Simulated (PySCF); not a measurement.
# C7H8BN: a tour of settings, part 2 of 2

PySCF 2.14.0. Atoms count from 0. Earlier steps stand in the parts before.

**4. NMR shieldings: CAM-B3LYP/def2-SVP**

The job: settings as JSON, then the geometry in Å.

```
{"job": {"kind": "nmr", "xc": "CAM-B3LYP", "basis": "def2-SVP", "pop": false}, "charge": 0, "multiplicity": 1}
B     -1.758828     1.168317     0.063197
N     -0.314875     0.612294    -0.108759
C      0.668131     1.380863    -0.566717
C      1.963379     0.932194    -0.736377
C      2.266441    -0.384162    -0.415516
C      1.248850    -1.190152     0.061636
C     -0.033827    -0.663895     0.203870
C     -1.068642    -1.494295     0.692860
C     -1.882050    -2.271183     1.113839
H     -2.037169     1.027696     1.218067
H     -1.761753     2.311447    -0.276203
H     -2.466377     0.482358    -0.615019
H      0.390382     2.396577    -0.803381
H      2.719054     1.603142    -1.112126
H      3.267142    -0.769073    -0.535079
H      1.424415    -2.221142     0.327040
H     -2.631271    -2.908957     1.478758
```

Level: GIAO CAM-B3LYP/def2-SVP NMR shielding, non-relativistic, gas phase.

Log:

```text
coarse grid: 14712 points
cycle   1  E = -350.4829016587  dE =  1.876e+00  |g| = 4.422e-01  |ddm| = 4.836e+00
cycle   2  E = -350.5141737246  dE = -3.127e-02  |g| = 3.516e-01  |ddm| = 1.139e+00
cycle   3  E = -350.5433410043  dE = -2.917e-02  |g| = 1.079e-01  |ddm| = 4.473e-01
cycle   4  E = -350.5455296403  dE = -2.189e-03  |g| = 5.925e-02  |ddm| = 1.553e-01
cycle   5  E = -350.5464039361  dE = -8.743e-04  |g| = 9.121e-03  |ddm| = 5.688e-02
cycle   6  E = -350.5464247171  dE = -2.078e-05  |g| = 2.329e-03  |ddm| = 1.323e-02
cycle   7  E = -350.5464261272  dE = -1.410e-06  |g| = 1.266e-03  |ddm| = 4.082e-03
final grid: 143632 points
cycle   8  E = -350.6175504586  dE = -3.809e-05  |g| = 4.260e-03  |ddm| = 3.319e-02
cycle   9  E = -350.6175487012  dE =  1.757e-06  |g| = 5.348e-03  |ddm| = 9.041e-03
cycle  10  E = -350.6175548627  dE = -6.161e-06  |g| = 5.786e-04  |ddm| = 4.666e-03
cycle  11  E = -350.6175549464  dE = -8.371e-08  |g| = 1.883e-04  |ddm| = 8.041e-04
cycle  12  E = -350.6175549551  dE = -8.764e-09  |g| = 6.311e-05  |ddm| = 2.884e-04
cycle  13  E = -350.6175549561  dE = -9.484e-10  |g| = 2.427e-05  |ddm| = 8.687e-05
converged SCF energy = -350.6175549561

GIAO shielding tensors (ppm)
atom      isotropic    diamagn.    paramagn.     s11        s22        s33       span
  0 B      129.002     192.819     -63.818    107.969    123.764    155.272     47.303
  1 N       -2.620     316.768    -319.388   -159.705   -118.971    270.815    430.520
  2 C       46.902     252.125    -205.224    -46.010     36.534    150.181    196.190
  3 C       72.218     253.124    -180.906    -30.512     59.210    187.956    218.469
  4 C       57.234     250.135    -192.900    -52.848     30.820    193.732    246.580
  5 C       63.921     250.871    -186.950    -39.430     54.177    177.015    216.445
  6 C       53.621     260.751    -207.130    -35.032     40.305    155.591    190.623
  7 C      119.852     248.104    -128.252     25.030     33.768    300.757    275.726
  8 C       97.140     262.894    -165.754     52.602     55.062    183.755    131.153
  9 H       28.736      30.741      -2.005     24.924     28.495     32.790      7.866
 10 H       29.318      30.961      -1.643     25.266     29.933     32.755      7.488
 11 H       28.734      30.739      -2.004     24.921     28.496     32.786      7.864
 12 H       22.968      31.198      -8.230     18.125     22.560     28.219     10.094
 13 H       24.618      29.257      -4.639     21.694     24.451     27.708      6.015
 14 H       24.073      28.534      -4.460     21.395     23.470     27.355      5.960
 15 H       24.156      31.289      -7.133     20.573     22.885     29.011      8.438
 16 H       28.235      35.406      -7.170     24.627     25.502     34.577      9.950
```

Run time: 86 s. Hardware: 1 thread, shared host.

Shifts follow as δ = σ(reference) − σ, with reference shieldings (ppm) from runs at the same level and on the same kind of geometry: ¹H TMS 31.83, ¹³C TMS 195.2, ¹⁵N NH3 273.5. The references are single molecules in the gas phase, so shifts against H2O, NH3, PH3, H3PO4 or CFCl3 are not on the usual liquid scales and can be off by tens of ppm. Atoms listed in one row are averaged.

| atoms | environment | σ (ppm) | δ (ppm) |
| --- | --- | --- | --- |
| C2 | aromatic CH next to a ring nitrogen | 46.9 | 148.3 |
| C6 | substituted aromatic carbon next to a ring nitrogen | 53.6 | 141.5 |
| C4 | aromatic CH | 57.2 | 137.9 |
| C5 | aromatic CH | 63.9 | 131.2 |
| C3 | aromatic CH | 72.2 | 123.0 |
| C8 | terminal alkyne carbon | 97.1 | 98.0 |
| C7 | alkyne carbon | 119.9 | 75.3 |
| H12 | hydrogen on an aromatic CH next to a ring nitrogen | 22.97 | 8.87 |
| H14 | hydrogen on an aromatic CH | 24.07 | 7.76 |
| H15 | hydrogen on an aromatic CH | 24.16 | 7.68 |
| H13 | hydrogen on an aromatic CH | 24.62 | 7.22 |
| H16 | hydrogen on a terminal alkyne carbon | 28.23 | 3.60 |
| H9, H10, H11 | hydrogen on a boron bonded to N | 28.93 | 2.90 |
| B0 | boron bonded to N, 3 H | 129.0 | – |
| N1 | donor nitrogen of a Lewis adduct | -2.6 | 276.1 |

Ring of atoms N1, C2, C3, C4, C5, C6: NICS(0) -7.6, NICS(1) -10.1, NICS(1)zz -25.3 ppm (means of both faces).

The fields below are evaluated on a grid from the run's orbitals.

Frontier orbitals at CAM-B3LYP/def2-SVP, with the share of their density that lies nearest to each atom:

| orbital | energy (eV) | lies on |
| --- | --- | --- |
| HOMO | -8.42 | H9, H11 about 32 % each; B0 14 % |
| LUMO | -1.12 | C6 19 %; N1 18 %; C3, C4 about 14 % each |

ELF in a plane through or near 15 of the atoms.

Ten even steps from '0' (0.00) to '9' (1.00):
```
0000000000000000000000000000
0000000000000000000000000000
0000000000000056510000000000
0000000000000499980000000000
0000000006950499980000000000
0000000019992199961000000000
0000000007997055103100000000
0000188502634473315200000000
0000799967547548332100000000
0000699925744665000000000000
0000024467500433757753100000
0000000361565816857866520000
0000028993767454638539995000
0000069998456820478579997000
0000029992079980046658982000
0000004630089980014322310000
0000000000048940000000000000
0000000000000000000000000000
0000000000000000000000000000
0000000000000000000000000000
```
The map spans 12.7 Å across and 10.9 Å up, centred on the molecule. Atoms in the plane (x, y in Å): B0 (1.2, 1.7), N1 (0.0, 0.7), C2 (-1.2, 1.1), C3 (-2.3, 0.2), C4 (-2.0, -1.2), C5 (-0.7, -1.6), C6 (0.3, -0.6), C7 (1.7, -1.1), C8 (2.8, -1.5), H10 (0.7, 2.8), H12 (-1.4, 2.2), H13 (-3.3, 0.6), H14 (-2.8, -1.9), H15 (-0.4, -2.6), H16 (3.8, -1.9).

On the surface of density 0.002 e/bohr³ the electrostatic potential runs, from the 1st to the 99th percentile, from -1.90 to 1.56 V.

**5. NMR shieldings: KT3/pcSseg-1**

The job, as its differences from that of step 4:

```diff
@@ -1,2 +1,2 @@
-{"job": {"kind": "nmr", "xc": "CAM-B3LYP", "basis": "def2-SVP", "pop": false}, "charge": 0, "multiplicity": 1}
+{"job": {"kind": "nmr", "xc": "KT3", "basis": "pcSseg-1", "pop": true, "scf": {"max_cycle": 65}}, "charge": -2, "multiplicity": 1}
 B     -1.758828     1.168317     0.063197
```

Method: GIAO KT3/pcSseg-1 NMR shielding, non-relativistic, gas phase.

Log:

```text
final grid: 143632 points
cycle   1  E = -356.3563621522  dE =  1.697e+00  |g| = 9.147e-01  |ddm| = 4.330e+00
cycle   2  E = -354.8612839403  dE =  1.495e+00  |g| = 2.101e+00  |ddm| = 1.425e+02
cycle   3  E = -356.2247460873  dE = -1.363e+00  |g| = 1.025e+00  |ddm| = 1.423e+02
cycle   4  E = -356.6159027813  dE = -3.912e-01  |g| = 3.237e-01  |ddm| = 2.766e+00
cycle   5  E = -356.6251698188  dE = -9.267e-03  |g| = 2.351e-01  |ddm| = 1.346e+00
cycle   6  E = -356.6249062099  dE =  2.636e-04  |g| = 2.520e-01  |ddm| = 1.643e+00
cycle   7  E = -356.6452566402  dE = -2.035e-02  |g| = 6.739e-02  |ddm| = 7.001e-01
cycle   8  E = -356.6464993901  dE = -1.243e-03  |g| = 4.136e-02  |ddm| = 2.196e-01
cycle   9  E = -356.6469352175  dE = -4.358e-04  |g| = 1.998e-02  |ddm| = 1.038e-01
cycle  10  E = -356.6470250323  dE = -8.981e-05  |g| = 6.887e-03  |ddm| = 3.606e-02
cycle  11  E = -356.6470426280  dE = -1.760e-05  |g| = 2.811e-03  |ddm| = 2.274e-02
cycle  12  E = -356.6470439570  dE = -1.329e-06  |g| = 1.471e-03  |ddm| = 4.784e-03
cycle  13  E = -356.6470446936  dE = -7.367e-07  |g| = 5.052e-04  |ddm| = 3.852e-03
cycle  14  E = -356.6470447787  dE = -8.509e-08  |g| = 1.479e-04  |ddm| = 1.270e-03
cycle  15  E = -356.6470447847  dE = -5.988e-09  |g| = 3.336e-05  |ddm| = 3.083e-04
cycle  16  E = -356.6470447850  dE = -3.325e-10  |g| = 1.399e-05  |ddm| = 7.566e-05
converged SCF energy = -356.6470447850

GIAO shielding tensors (ppm)
atom      isotropic    diamagn.    paramagn.     s11        s22        s33       span
  0 B      139.709     188.276     -48.566    119.208    147.721    152.199     32.992
  1 N      129.608     323.187    -193.579     60.553     84.508    243.764    183.211
  2 C      -11.176     243.748    -254.924    -75.743    -41.314     83.528    159.271
  3 C       58.017     250.177    -192.160    -30.139     58.191    145.999    176.138
  4 C       65.108     245.617    -180.509    -22.730     77.428    140.626    163.356
  5 C        1.080     247.146    -246.066    -45.460    -34.969     83.671    129.131
  6 C       35.071     248.515    -213.443    -74.759     76.212    103.761    178.520
  7 C       64.943     248.241    -183.298     24.028     31.968    138.832    114.804
  8 C      125.329     257.300    -131.971     65.271     93.271    217.443    152.172
  9 H       38.489      30.613       7.876     29.525     30.349     55.594     26.068
 10 H       38.137      32.120       6.018     30.142     34.547     49.723     19.581
 11 H       38.485      30.612       7.874     29.523     30.361     55.572     26.050
 12 H       38.522      31.977       6.545     24.913     29.844     60.809     35.896
 13 H       42.131      33.134       8.997     28.250     33.723     64.421     36.171
 14 H       41.163      32.926       8.237     25.726     33.027     64.736     39.010
 15 H       38.484      32.097       6.387     25.947     27.720     61.783     35.836
 16 H       23.871      39.373     -15.502     17.733     19.811     34.067     16.335
```

Run time: 2.3 min. Hardware: 1 thread, shared host.

The run ended normally, but its values are not to be used for the molecule: the charge was changed to -2, at the geometry of the original. Its HOMO lies at 7.45 eV, against -8.42 eV in step 4 (CAM-B3LYP/def2-SVP), a different level, so the two don't compare directly.

**6. Shielding tensors: PBE0/MINI**

The job, as its differences from that of step 5:

```diff
@@ -1,2 +1,2 @@
-{"job": {"kind": "nmr", "xc": "KT3", "basis": "pcSseg-1", "pop": true, "scf": {"max_cycle": 65}}, "charge": -2, "multiplicity": 1}
+{"job": {"kind": "nmr", "xc": "PBE0", "basis": "MINI", "pop": true, "scf": {"guess": "1e", "max_cycle": 65}}, "charge": 0, "multiplicity": 1}
 B     -1.758828     1.168317     0.063197
```

With the program's defaults for keys left out, this is: GIAO PBE0/MINI NMR shielding, non-relativistic, gas phase.

Log:

```text
final grid: 143632 points
cycle   1  E = -292.2007981261  dE =  8.999e+00  |g| = 4.971e+00  |ddm| = 4.167e+01
cycle   2  E = -293.9886804254  dE = -1.788e+00  |g| = 4.345e+00  |ddm| = 4.057e+01
cycle   3  E = -331.1337404174  dE = -3.715e+01  |g| = 4.212e+00  |ddm| = 2.996e+01
cycle   4  E = -346.8835203306  dE = -1.575e+01  |g| = 1.585e+00  |ddm| = 1.353e+01
cycle   5  E = -342.6143556029  dE =  4.269e+00  |g| = 2.849e+00  |ddm| = 5.377e+00
cycle   6  E = -342.5257117641  dE =  8.864e-02  |g| = 2.887e+00  |ddm| = 3.511e-01
cycle   7  E = -345.7740912466  dE = -3.248e+00  |g| = 2.148e+00  |ddm| = 3.909e+00
cycle   8  E = -345.6189487848  dE =  1.551e-01  |g| = 2.234e+00  |ddm| = 4.438e-01
cycle   9  E = -342.9080434653  dE =  2.711e+00  |g| = 2.840e+00  |ddm| = 3.893e+00
cycle  10  E = -342.8558430520  dE =  5.220e-02  |g| = 2.850e+00  |ddm| = 5.549e-02
cycle  11  E = -347.4502327022  dE = -4.594e+00  |g| = 9.572e-01  |ddm| = 5.784e+00
cycle  12  E = -347.7516279935  dE = -3.014e-01  |g| = 3.551e-01  |ddm| = 2.046e+00
cycle  13  E = -347.7916425926  dE = -4.001e-02  |g| = 1.694e-01  |ddm| = 8.243e-01
cycle  14  E = -347.8016801707  dE = -1.004e-02  |g| = 3.633e-02  |ddm| = 3.071e-01
cycle  15  E = -347.8020225387  dE = -3.424e-04  |g| = 1.923e-02  |ddm| = 8.106e-02
cycle  16  E = -347.8021499056  dE = -1.274e-04  |g| = 6.161e-03  |ddm| = 3.285e-02
cycle  17  E = -347.8021623697  dE = -1.246e-05  |g| = 2.129e-03  |ddm| = 9.595e-03
cycle  18  E = -347.8021641436  dE = -1.774e-06  |g| = 4.453e-04  |ddm| = 4.125e-03
cycle  19  E = -347.8021642077  dE = -6.410e-08  |g| = 8.014e-05  |ddm| = 7.349e-04
cycle  20  E = -347.8021642092  dE = -1.447e-09  |g| = 4.330e-05  |ddm| = 1.595e-04
cycle  21  E = -347.8021642097  dE = -5.800e-10  |g| = 6.597e-06  |ddm| = 6.769e-05
converged SCF energy = -347.8021642097

GIAO shielding tensors (ppm)
atom      isotropic    diamagn.    paramagn.     s11        s22        s33       span
  0 B      143.557     189.306     -45.749    124.278    134.923    171.471     47.194
  1 N       57.003     292.592    -235.589   -108.221    -11.299    290.529    398.749
  2 C       97.948     241.491    -143.544     36.653     73.508    183.681    147.028
  3 C      116.741     243.731    -126.990     43.570     86.857    219.796    176.226
  4 C      109.410     243.288    -133.878     34.433     69.472    224.323    189.890
  5 C      110.121     242.105    -131.984     37.782     80.950    211.631    173.849
  6 C      114.048     236.773    -122.725     45.676    106.135    190.334    144.657
  7 C      168.122     258.187     -90.065    103.735    107.432    293.199    189.464
  8 C      135.216     260.959    -125.744    105.659    109.353    190.634     84.976
  9 H       27.665      27.709      -0.045     22.654     26.727     33.613     10.959
 10 H       28.310      30.411      -2.101     22.862     28.188     33.880     11.018
 11 H       27.663      27.713      -0.049     22.652     26.729     33.608     10.956
 12 H       21.382      28.103      -6.721     15.956     22.807     25.383      9.428
 13 H       22.270      28.846      -6.576     17.944     23.860     25.006      7.062
 14 H       21.968      28.679      -6.711     17.840     23.478     24.585      6.745
 15 H       22.002      27.586      -5.584     16.702     23.176     26.129      9.428
 16 H       25.089      26.173      -1.084     20.879     21.638     32.750     11.871
```

Run time: 21 s. Hardware: 1 thread, shared host.

It converged, yet the result is unsound: the basis MINI is minimal. Its shieldings differ from those of step 4 (CAM-B3LYP/def2-SVP) by up to 60 ppm (C6).

**7. Results**

What follows sums up all 2 parts.

| quantity | value |
| --- | --- |
| largest coupling of the table (revPBE/STO-3G) | ¹J(C,H) C8–H16, 191.3 Hz |
| ¹³C shifts against TMS (CAM-B3LYP/def2-SVP) | 148.3, 141.5, 137.9, 131.2, 123.0, 98.0, 75.3 ppm |
| ¹H shifts against TMS (CAM-B3LYP/def2-SVP, means over atoms taken as alike) | 8.87, 7.76, 7.68, 7.22, 3.60, 2.90 ppm |
| ¹⁵N shifts against NH3 (CAM-B3LYP/def2-SVP) | 276.1 ppm |
| shieldings of B (CAM-B3LYP/def2-SVP) | B0 129.0 ppm |
| surface potential, 1st and 99th percentile | -1.90 V and 1.56 V |
| property runs in this session | 5, of which 0 failed and 4 gave unsound results |

In words: Single values in the summary come from the first run of each kind that ended normally (revPBE/STO-3G; CAM-B3LYP/def2-SVP), which need not be the best level. A minimal basis gives no usable values, so read them as a test of settings alone. Of the pairs tabulated at revPBE/STO-3G, C8–H16 couples most strongly (191.3 Hz; Fermi contact 192.1 Hz). At CAM-B3LYP/def2-SVP: Shielding is most anisotropic at N1 (span 431 ppm, paramagnetic term -319 ppm). NICS(1)zz of -25 ppm above the planar ring from N1 marks a diatropic (aromatic) ring current. By nearest atom (CAM-B3LYP/def2-SVP), the HOMO sits on H9, H11 about 32 % each; B0 14 % and the LUMO on C6 19 %; N1 18 %. Couplings from bases without tight functions are rough.
